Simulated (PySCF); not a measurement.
# GeBr: basis, grid and Hamiltonian

The method stays; parts of the set-up, such as the basis or the Hamiltonian, are changed.

Program: PySCF 2.14.0. Level of theory: method and basis as typed in the scripts. These are calculated values, not measurements.

2 further runs of the same task are left out: 2 that didn't finish.

## (1) The starting structure

GeBr: 2 atoms, charge 0, spin multiplicity 2.

Bond lengths: Ge1–Br2 2.275 Å.

## (2) The base run

Input file input.py:

```python
from pyscf import gto, scf, mp

mol = gto.M(
    atom='Ge 0 0 0; Br 0 0 2.275',
    basis='minao',
    charge=0,
    spin=1,
    verbose=4,
)
mf = scf.UHF(mol)
mf.kernel()
mp.MP2(mf, frozen=18).kernel()
mf.dip_moment()
print('orbital energies (hartree):', [e[max(0, n-3):n+3].round(4) for e, n in zip(mf.mo_energy, mol.nelec)])
```

Run with:

```console
$ python input.py
```

Its log is not repeated here.

It gives: E(SCF) = -4647.827549 Eh, 9 cycles, E(MP2) − E(SCF) = -0.02126 Eh, ⟨S²⟩ = 0.752, μ = 2.13 D (of the SCF density).

The bond length is a typed value, not an optimised one.

## (3) Cc-pvdz-dk (X2C on)

Edit 1 changes basis set: minao → cc-pvdz-dk; spin-free X2C: off → on.

Changes to input.py since step 2:

```diff
@@ -4,3 +4,3 @@
     atom='Ge 0 0 0; Br 0 0 2.275',
-    basis='minao',
+    basis='cc-pvdz-dk',
     charge=0,
@@ -10,2 +10,3 @@
 mf = scf.UHF(mol)
+mf = mf.sfx2c1e()
 mf.kernel()
```

Run with:

```console
$ python input.py
```

Standard output:

```text
PySCF version 2.14.0

[INPUT] verbose = 4
[INPUT] num. atoms = 2
[INPUT] num. electrons = 67
[INPUT] charge = 0
[INPUT] spin (= nelec alpha-beta = 2S) = 1
[INPUT] symmetry False subgroup None
[INPUT] Mole.unit = angstrom
[INPUT] Symbol           X                Y                Z      unit          X                Y                Z       unit  Magmom
[INPUT]  1 Ge     0.000000000000   0.000000000000   0.000000000000 AA    0.000000000000   0.000000000000   0.000000000000 Bohr   0.0
[INPUT]  2 Br     0.000000000000   0.000000000000   2.275000000000 AA    0.000000000000   0.000000000000   4.299126933386 Bohr   0.0

nuclear repulsion = 260.518011529846
number of shells = 12
number of NR pGTOs = 154
number of NR cGTOs = 54
basis = cc-pvdz-dk
ecp = {}

******** <class 'pyscf.x2c.sfx2c1e.sfX2C1eUHF'> ********
method = sfX2C1eUHF
initial guess = minao
damping factor = 0
level_shift factor = 0
DIIS = <class 'pyscf.scf.diis.CDIIS'>
diis_start_cycle = 1
diis_space = 8
diis_damp = 0
SCF conv_tol = 1e-09
SCF conv_tol_grad = None
SCF max_cycles = 50
direct_scf = True
direct_scf_tol = 1e-13
number electrons alpha = 34  beta = 33

******** <class 'pyscf.x2c.sfx2c1e.SpinFreeX2CHelper'> ********
approx = 1e
xuncontract = 1
Set gradient conv threshold to 3.16228e-05
init E= -4701.31657055164

[... the frontier-level lines of each cycle are left out ...]

cycle= 1 E= -4701.33584935975  delta_E= -0.0193  |g|= 0.177  |ddm|= 0.941
cycle= 2 E= -4701.36124979414  delta_E= -0.0254  |g|= 0.0872  |ddm|= 0.344
cycle= 3 E= -4701.36629134464  delta_E= -0.00504  |g|= 0.0183  |ddm|= 0.0924
cycle= 4 E= -4701.36690247233  delta_E= -0.000611  |g|= 0.00561  |ddm|= 0.0451
cycle= 5 E= -4701.36696998129  delta_E= -6.75e-05  |g|= 0.00219  |ddm|= 0.0147
cycle= 6 E= -4701.36698354922  delta_E= -1.36e-05  |g|= 0.000909  |ddm|= 0.00695
cycle= 7 E= -4701.36698628329  delta_E= -2.73e-06  |g|= 0.000348  |ddm|= 0.00342
cycle= 8 E= -4701.36698671481  delta_E= -4.32e-07  |g|= 0.000162  |ddm|= 0.00133
cycle= 9 E= -4701.36698682177  delta_E= -1.07e-07  |g|= 5.87e-05  |ddm|= 0.000758
cycle= 10 E= -4701.36698683502  delta_E= -1.33e-08  |g|= 1.61e-05  |ddm|= 0.000289
cycle= 11 E= -4701.36698683577  delta_E= -7.5e-10  |g|= 5.54e-06  |ddm|= 6.17e-05
Extra cycle  E= -4701.36698683584  delta_E= -6.18e-11  |g|= 3.38e-06  |ddm|= 1.16e-05
converged SCF energy = -4701.36698683584  <S^2> = 0.76176127  2S+1 = 2.0117269

******** <class 'pyscf.mp.ump2.UMP2'> ********
nocc = (np.int64(16), np.int64(15)), nmo = (36, 36)
frozen orbitals 18
E(UMP2) = -4701.56767969154  E_corr = -0.200692855708664
E(SCS-UMP2) = -4701.55817564404  E_corr = -0.191188808200271
E_corr(same-spin) = -0.0572799445963001
E_corr(oppo-spin) = -0.143412911112364
Dipole moment(X, Y, Z, Debye): -0.00000, -0.00000, -1.81099
orbital energies (hartree): [array([-0.4258, -0.4189, -0.2792,  0.    ,  0.1096,  0.3233]), array([-0.4262, -0.4184, -0.3977,  0.0148,  0.0577,  0.1246])]
```

It took 2.7 s on 1 thread, shared host.

Result: E(SCF) = -4701.366987 Eh, 11 cycles, E(MP2) − E(SCF) = -0.20069 Eh, ⟨S²⟩ = 0.762, μ = 1.81 D (of the SCF density).

## (4) Lanl2dz (core potential on)

Edit 2 changes basis set: minao → lanl2dz; core potential: off → on; frozen orbitals: 18 → none. The core potential changes with it: totals don't compare.

Changes to input.py since step 2:

```diff
@@ -4,3 +4,4 @@
     atom='Ge 0 0 0; Br 0 0 2.275',
-    basis='minao',
+    basis='lanl2dz',
+    ecp={'Ge': 'lanl2dz', 'Br': 'lanl2dz'},
     charge=0,
@@ -11,3 +12,3 @@
 mf.kernel()
-mp.MP2(mf, frozen=18).kernel()
+mp.MP2(mf).kernel()
 mf.dip_moment()
```

Run with:

```console
$ python input.py
```

Standard output:

```text
PySCF version 2.14.0

[INPUT] verbose = 4
[INPUT] num. atoms = 2
[INPUT] num. electrons = 11
[INPUT] charge = 0
[INPUT] spin (= nelec alpha-beta = 2S) = 1
[INPUT] symmetry False subgroup None
[INPUT] Mole.unit = angstrom
[INPUT] Symbol           X                Y                Z      unit          X                Y                Z       unit  Magmom
[INPUT]  1 Ge     0.000000000000   0.000000000000   0.000000000000 AA    0.000000000000   0.000000000000   0.000000000000 Bohr   0.0
[INPUT]  2 Br     0.000000000000   0.000000000000   2.275000000000 AA    0.000000000000   0.000000000000   4.299126933386 Bohr   0.0

nuclear repulsion = 6.51295028824615
number of shells = 8
number of NR pGTOs = 24
number of NR cGTOs = 16
basis = lanl2dz
ecp = {'Ge': 'lanl2dz', 'Br': 'lanl2dz'}

******** <class 'pyscf.scf.uhf.UHF'> ********
method = UHF
initial guess = minao
damping factor = 0
level_shift factor = 0
DIIS = <class 'pyscf.scf.diis.CDIIS'>
diis_start_cycle = 1
diis_space = 8
diis_damp = 0
SCF conv_tol = 1e-09
SCF conv_tol_grad = None
SCF max_cycles = 50
direct_scf = True
direct_scf_tol = 1e-13
number electrons alpha = 6  beta = 5
Set gradient conv threshold to 3.16228e-05
init E= 6.51661924291598

[... the frontier-level lines of each cycle are left out ...]

cycle= 1 E= -16.4965820539761  delta_E=  -23  |g|= 0.479  |ddm|= 3.28
cycle= 2 E= -16.5635000970274  delta_E= -0.0669  |g|= 0.0501  |ddm|= 0.564
cycle= 3 E= -16.5668310433204  delta_E= -0.00333  |g|= 0.0164  |ddm|= 0.124
cycle= 4 E= -16.5673359919795  delta_E= -0.000505  |g|= 0.00696  |ddm|= 0.0396
cycle= 5 E= -16.5674543655738  delta_E= -0.000118  |g|= 0.00128  |ddm|= 0.0292
cycle= 6 E= -16.5674591232713  delta_E= -4.76e-06  |g|= 0.000428  |ddm|= 0.00444
cycle= 7 E= -16.5674597443313  delta_E= -6.21e-07  |g|= 0.000101  |ddm|= 0.00157
cycle= 8 E= -16.5674597855342  delta_E= -4.12e-08  |g|= 3.38e-05  |ddm|= 0.000369
cycle= 9 E= -16.5674597909314  delta_E= -5.4e-09  |g|= 8.02e-06  |ddm|= 0.000158
cycle= 10 E= -16.5674597911657  delta_E= -2.34e-10  |g|= 3.21e-06  |ddm|= 3.61e-05
Extra cycle  E= -16.5674597911938  delta_E= -2.81e-11  |g|= 2.22e-06  |ddm|= 8.83e-06
converged SCF energy = -16.5674597911938  <S^2> = 0.75288637  2S+1 = 2.0028843

******** <class 'pyscf.mp.ump2.UMP2'> ********
nocc = (np.int64(6), np.int64(5)), nmo = (16, 16)
E(UMP2) = -16.6138323056356  E_corr = -0.0463725144418382
E(SCS-UMP2) = -16.6158810961593  E_corr = -0.0484213049654909
E_corr(same-spin) = -0.00833736042082496
E_corr(oppo-spin) = -0.0380351540210132
Dipole moment(X, Y, Z, Debye): -0.00000,  0.00000, -2.56187
orbital energies (hartree): [array([-0.4281, -0.4133, -0.2868, -0.0176,  0.0982,  0.3912]), array([-0.4287, -0.4213, -0.3908,  0.0028,  0.0387,  0.1154])]
```

Wall time 1.4 s (1 thread, shared host).

Outcome: E(SCF) = -16.567460 Eh, 10 cycles, E(MP2) − E(SCF) = -0.04637 Eh, ⟨S²⟩ = 0.753, μ = 2.56 D (of the SCF density).

## (5) Cartesian functions on

Edit 3 changes Cartesian functions: off → on.

Changes to input.py since step 2:

```diff
@@ -7,2 +7,3 @@
     spin=1,
+    cart=True,
     verbose=4,
```

Run with:

```console
$ python input.py
```

Standard output:

```text
PySCF version 2.14.0

[INPUT] verbose = 4
[INPUT] num. atoms = 2
[INPUT] num. electrons = 67
[INPUT] charge = 0
[INPUT] spin (= nelec alpha-beta = 2S) = 1
[INPUT] symmetry False subgroup None
[INPUT] Mole.unit = angstrom
[INPUT] Cartesian GTO integrals (6d 10f)
[INPUT] Symbol           X                Y                Z      unit          X                Y                Z       unit  Magmom
[INPUT]  1 Ge     0.000000000000   0.000000000000   0.000000000000 AA    0.000000000000   0.000000000000   0.000000000000 Bohr   0.0
[INPUT]  2 Br     0.000000000000   0.000000000000   2.275000000000 AA    0.000000000000   0.000000000000   4.299126933386 Bohr   0.0

nuclear repulsion = 260.518011529846
number of shells = 6
number of NR pGTOs = 214
number of NR cGTOs = 38
basis = minao
ecp = {}

******** <class 'pyscf.scf.uhf.UHF'> ********
method = UHF
initial guess = minao
damping factor = 0
level_shift factor = 0
DIIS = <class 'pyscf.scf.diis.CDIIS'>
diis_start_cycle = 1
diis_space = 8
diis_damp = 0
SCF conv_tol = 1e-09
SCF conv_tol_grad = None
SCF max_cycles = 50
direct_scf = True
direct_scf_tol = 1e-13
number electrons alpha = 34  beta = 33
Set gradient conv threshold to 3.16228e-05
init E= -4646.17597883281

[... the frontier-level lines of each cycle are left out ...]

cycle= 1 E= -4647.81747927283  delta_E= -1.64  |g|= 0.0963  |ddm|= 1.63
cycle= 2 E= -4647.82761497543  delta_E= -0.0101  |g|= 0.0235  |ddm|= 0.335
cycle= 3 E= -4647.82796360563  delta_E= -0.000349  |g|= 0.00529  |ddm|= 0.0485
cycle= 4 E= -4647.82804281789  delta_E= -7.92e-05  |g|= 0.00206  |ddm|= 0.021
cycle= 5 E= -4647.82805992043  delta_E= -1.71e-05  |g|= 0.000359  |ddm|= 0.0133
cycle= 6 E= -4647.82806044566  delta_E= -5.25e-07  |g|= 0.000173  |ddm|= 0.00192
cycle= 7 E= -4647.82806061741  delta_E= -1.72e-07  |g|= 4.15e-05  |ddm|= 0.00165
cycle= 8 E= -4647.82806062568  delta_E= -8.27e-09  |g|= 1.47e-05  |ddm|= 0.000413
cycle= 9 E= -4647.82806062687  delta_E= -1.19e-09  |g|= 3.52e-06  |ddm|= 0.000146
cycle= 10 E= -4647.82806062693  delta_E= -6.37e-11  |g|= 7.26e-07  |ddm|= 3.57e-05
Extra cycle  E= -4647.82806062693  delta_E= -9.09e-13  |g|= 3.85e-07  |ddm|= 2.55e-06
converged SCF energy = -4647.82806062693  <S^2> = 0.75208228  2S+1 = 2.0020812

******** <class 'pyscf.mp.ump2.UMP2'> ********
nocc = (np.int64(16), np.int64(15)), nmo = (20, 20)
frozen orbitals 18
E(UMP2) = -4647.85154986904  E_corr = -0.0234892421098372
E(SCS-UMP2) = -4647.85285435978  E_corr = -0.0247937328481006
E_corr(same-spin) = -0.00391541271196621
E_corr(oppo-spin) = -0.019573829397871
Dipole moment(X, Y, Z, Debye):  0.00000, -0.00000, -2.16028
orbital energies (hartree): [array([-0.4341, -0.4161, -0.2944, -0.0222,  0.1212,  3.1188]), array([-0.435 , -0.4274, -0.3988, -0.0014,  0.0355,  0.14  ])]
```

It took 4.1 s on 1 thread, shared host.

This run: E(SCF) = -4647.828061 Eh (-0.0139 eV from the base), 10 cycles, E(MP2) − E(SCF) = -0.02349 Eh, ⟨S²⟩ = 0.752, μ = 2.16 D (of the SCF density).

## (6) 6-31g

Edit 4 changes basis set: minao → 6-31g.

Changes to input.py since step 2:

```diff
@@ -4,3 +4,3 @@
     atom='Ge 0 0 0; Br 0 0 2.275',
-    basis='minao',
+    basis='6-31g',
     charge=0,
```

Run with:

```console
$ python input.py
```

Standard output:

```text
PySCF version 2.14.0

[INPUT] verbose = 4
[INPUT] num. atoms = 2
[INPUT] num. electrons = 67
[INPUT] charge = 0
[INPUT] spin (= nelec alpha-beta = 2S) = 1
[INPUT] symmetry False subgroup None
[INPUT] Mole.unit = angstrom
[INPUT] Symbol           X                Y                Z      unit          X                Y                Z       unit  Magmom
[INPUT]  1 Ge     0.000000000000   0.000000000000   0.000000000000 AA    0.000000000000   0.000000000000   0.000000000000 Bohr   0.0
[INPUT]  2 Br     0.000000000000   0.000000000000   2.275000000000 AA    0.000000000000   0.000000000000   4.299126933386 Bohr   0.0

nuclear repulsion = 260.518011529846
number of shells = 22
number of NR pGTOs = 180
number of NR cGTOs = 54
basis = 6-31g
ecp = {}

******** <class 'pyscf.scf.uhf.UHF'> ********
method = UHF
initial guess = minao
damping factor = 0
level_shift factor = 0
DIIS = <class 'pyscf.scf.diis.CDIIS'>
diis_start_cycle = 1
diis_space = 8
diis_damp = 0
SCF conv_tol = 1e-09
SCF conv_tol_grad = None
SCF max_cycles = 50
direct_scf = True
direct_scf_tol = 1e-13
number electrons alpha = 34  beta = 33
Set gradient conv threshold to 3.16228e-05
init E= -4645.2849256522

[... the frontier-level lines of each cycle are left out ...]

cycle= 1 E= -4647.05850801707  delta_E= -1.77  |g|= 0.184  |ddm|=  1.2
cycle= 2 E= -4647.08031605816  delta_E= -0.0218  |g|= 0.0922  |ddm|= 0.465
cycle= 3 E= -4647.08363793239  delta_E= -0.00332  |g|= 0.0164  |ddm|= 0.117
cycle= 4 E= -4647.08407284468  delta_E= -0.000435  |g|= 0.00663  |ddm|= 0.0574
cycle= 5 E= -4647.08418971359  delta_E= -0.000117  |g|= 0.00207  |ddm|= 0.0379
cycle= 6 E= -4647.08419885178  delta_E= -9.14e-06  |g|= 0.000823  |ddm|= 0.0096
cycle= 7 E= -4647.0842001093  delta_E= -1.26e-06  |g|= 0.000303  |ddm|= 0.00349
cycle= 8 E= -4647.0842003498  delta_E= -2.41e-07  |g|= 0.000102  |ddm|= 0.00167
cycle= 9 E= -4647.08420038581  delta_E= -3.6e-08  |g|= 3.93e-05  |ddm|= 0.000687
cycle= 10 E= -4647.08420039222  delta_E= -6.41e-09  |g|= 1.13e-05  |ddm|= 0.000353
cycle= 11 E= -4647.08420039269  delta_E= -4.73e-10  |g|= 4.81e-06  |ddm|= 7.75e-05
Extra cycle  E= -4647.08420039274  delta_E= -5.37e-11  |g|= 3.23e-06  |ddm|= 1.59e-05
converged SCF energy = -4647.08420039274  <S^2> = 0.75360153  2S+1 = 2.0035983

******** <class 'pyscf.mp.ump2.UMP2'> ********
nocc = (np.int64(16), np.int64(15)), nmo = (36, 36)
frozen orbitals 18
E(UMP2) = -4647.42725114349  E_corr = -0.343050750744153
E(SCS-UMP2) = -4647.39674370752  E_corr = -0.312543314778895
E_corr(same-spin) = -0.114366445516257
E_corr(oppo-spin) = -0.228684305227897
Dipole moment(X, Y, Z, Debye): -0.00000,  0.00000, -2.54566
orbital energies (hartree): [array([-0.4308, -0.4153, -0.2863, -0.0178,  0.0831,  0.2042]), array([-0.4314, -0.4244, -0.3938,  0.0019,  0.0363,  0.0976])]
```

Wall time 2.8 s (1 thread, shared host).

This run: E(SCF) = -4647.084200 Eh (+20.2275 eV from the base), 11 cycles, E(MP2) − E(SCF) = -0.34305 Eh, ⟨S²⟩ = 0.754, μ = 2.55 D (of the SCF density).

## (7) Comparison

```tsv
run	E(SCF) (hartree)	from base (eV)	cycles	gap, α spin (eV)	SCF dipole (D)	functions	after the SCF
base	-4647.827549	0	9	7.40	2.13	36	MP2 correlation -0.578 eV, core frozen
cc-pvdz-dk (X2C on)	-4701.366987	not comparable	11	7.60	1.81	54	MP2 correlation -5.461 eV, core frozen
lanl2dz (core potential on)	-16.567460	not comparable	10	7.33	2.56	16	MP2 correlation -1.262 eV
Cartesian functions on	-4647.828061	-0.0139	10	7.41	2.16	38	MP2 correlation -0.639 eV, core frozen
6-31g	-4647.084200	+20.2275	11	7.31	2.55	54	MP2 correlation -9.335 eV, core frozen
```

Wall time on 1 thread, shared host, start-up included: base 4 s; cc-pvdz-dk (X2C on) 2.7 s; lanl2dz (core potential on) 1.4 s; Cartesian functions on 4.1 s; 6-31g 2.8 s.

What this shows: Of the runs whose energies can be compared, “6-31g” moves the SCF energy most (+20.228 eV). 6-31g (54 functions) gives an energy 20.23 eV higher than minao (36); size alone doesn't order basis sets of different families.
